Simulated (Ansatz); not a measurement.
# BCl2FH3N: the cost of one run

Method: RHF/def2-SVP, in Ansatz 0.2.0.

1 further run of the same task is left out (it didn't finish).

## 1. Starting point

Bond lengths: B1–Cl2 2.210 Å, B1–F3 1.320 Å, B1–Cl4 1.860 Å, B1–N5 1.850 Å, N5–H6 1.060 Å, N5–H7 1.060 Å, Cl2–H8 1.382 Å, N5–H8 1.175 Å. Angles: B1–Cl2–H8 66.1°, Cl2–B1–F3 120.0°, Cl2–B1–Cl4 120.0°, Cl2–B1–N5 71.6°, F3–B1–Cl4 120.0°, F3–B1–N5 105.6°, Cl4–B1–N5 92.7°, B1–N5–H6 120.0°, B1–N5–H7 120.0°, B1–N5–H8 83.6°, H6–N5–H7 120.0°, H6–N5–H8 149.8°, H7–N5–H8 41.1°, Cl2–H8–N5 138.7°.

As a file:

```xyz
8

B     0.0000    0.0000    0.0000
Cl    0.0000    0.0000    2.2100
F     1.1431    0.0000   -0.6600
Cl   -1.6108    0.0000   -0.9300
N    -0.2369   -1.7396    0.5833
H    -0.6522   -2.4652   -0.0683
H     0.0425   -2.0107    1.5692
H    -0.1705   -1.2518    1.6502
```

## 2. A restrained relaxation towards end A

Springs on the bonds that form and break draw the guess towards this end; the thresholds are loose.

Input file input.yaml:

```yaml
crystal:
  periodic: [false, false, false]
  atoms:
    - { symbol: B, position_ang: [0.0, 0.0, 0.0] }
    - { symbol: Cl, position_ang: [0.0, 0.0, 2.21] }
    - { symbol: F, position_ang: [1.1431, 0.0, -0.66] }
    - { symbol: Cl, position_ang: [-1.6108, 0.0, -0.93] }
    - { symbol: "N", position_ang: [-0.2369, -1.7396, 0.5833] }
    - { symbol: H, position_ang: [-0.6522, -2.4652, -0.0683] }
    - { symbol: H, position_ang: [0.0425, -2.0107, 1.5692] }
    - { symbol: H, position_ang: [-0.1705, -1.2518, 1.6502] }
basis:
  gaussian: { orbitals: def2-SVP }
hamiltonian:
  xc: hf
relax:
  f_tol: 0.15
  max_steps: 25
  restrain:
    - { distance: [0, 4], at: 2.75, k: 30.0 }
    - { distance: [7, 1], at: 2.57, k: 30.0 }
    - { distance: [0, 1], at: 1.86, k: 30.0 }
    - { distance: [7, 4], at: 1.06, k: 30.0 }
```

On the command line:

```console
$ ansatz run input.yaml --threads 1 --pin off --max-ram 2048MiB --backend cpu --events-out ev --progress --plain --runs-dir out
```

Q: Estimate wall time and peak memory on 1 thread of Arm Neoverse V1, shared host.

About 23 s, with a peak of 0.18 GiB.
